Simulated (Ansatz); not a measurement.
This script makes an atomisation energy of CH₈GeOSi, SMILES C[O][GeH2][SiH3] with Ansatz's Python interface.

Script `tae.py`:
```python
"""Energy to split CH8GeOSi into its atoms."""

from collections import Counter

import ansatz
from ase import Atoms


def energy_of(molecule, charge=0, unpaired=0):
    calc = molecule.calculation().basis(gaussian="cc-pVDZ").functional("r2scan0")
    if charge:
        calc = calc.charge(charge)
    if unpaired:
        calc = calc.spin("collinear", total=unpaired)
    return calc.run().report["free_energy_ev"]

atoms = Atoms(["C", "O", "Ge", "Si", "H", "H", "H", "H", "H", "H", "H", "H"], positions=[
    [-1.5346, 1.0468, -0.3668],
    [-0.802, 1.1203, 0.784],
    [-0.0772, -0.4992, 0.9698],
    [1.8824, -0.6659, -0.3955],
    [-2.0427, 2.0832, -0.5372],
    [-0.9634, 0.8964, -1.2794],
    [-2.3821, 0.3541, -0.282],
    [-1.0214, -1.6029, 0.6285],
    [0.4096, -0.6582, 2.4985],
    [2.7743, 0.3811, -0.0262],
    [1.3812, -0.5249, -1.7726],
    [2.453, -1.986, -0.1873],
])
mol = ansatz.Crystal.molecule_from_ase(atoms)

# unpaired electrons of the ground-state atoms
unpaired = {"C": 2, "O": 2, "Ge": 2, "Si": 2, "H": 1}
counts = Counter(site.symbol for site in mol.cartesian_sites)
atom_energy = {s: energy_of(ansatz.Crystal.molecule().atom(s, (0, 0, 0)), 0, unpaired[s]) for s in counts}
whole = energy_of(mol, 0, 0)
for s, e in atom_energy.items():
    print(f"{s:2s} x{counts[s]}  {e:14.5f} eV")
print(f"CH8GeOSi: {whole:.5f} eV")
split = sum(counts[s] * e for s, e in atom_energy.items()) - whole
print(f"atomisation energy (no zero-point term): {split:.3f} eV, {split / sum(counts.values()):.3f} eV an atom")
```

What does it cost to take this molecule apart into atoms?

37.868 eV from the electronic energies, without the zero-point term.

The output:

```console
$ python tae.py
C  x1     -1029.34840 eV
O  x1     -2041.70678 eV
Ge x1    -56514.20609 eV
Si x1     -7873.29488 eV
H  x8       -13.58463 eV
CH8GeOSi: -67605.10070 eV
atomisation energy (no zero-point term): 37.868 eV, 3.156 eV an atom
```

Notes:
- Total energies depend on the basis set; only differences at equal settings carry meaning.
- The geometry is a force-field or estimated start, not a minimum of this method, and the basis set is short of its limit. All parts are taken at fixed geometry, without zero-point energy.
- For Al to Cl the sets with a tight d function, cc-pV(X+d)Z, are usual.
- Hardware and time: 14 s on 1 thread of Arm Neoverse V2, with other jobs on the host, peak memory 0.36 GiB.

(Lines on the test bed's own set-up are left out of the output.)
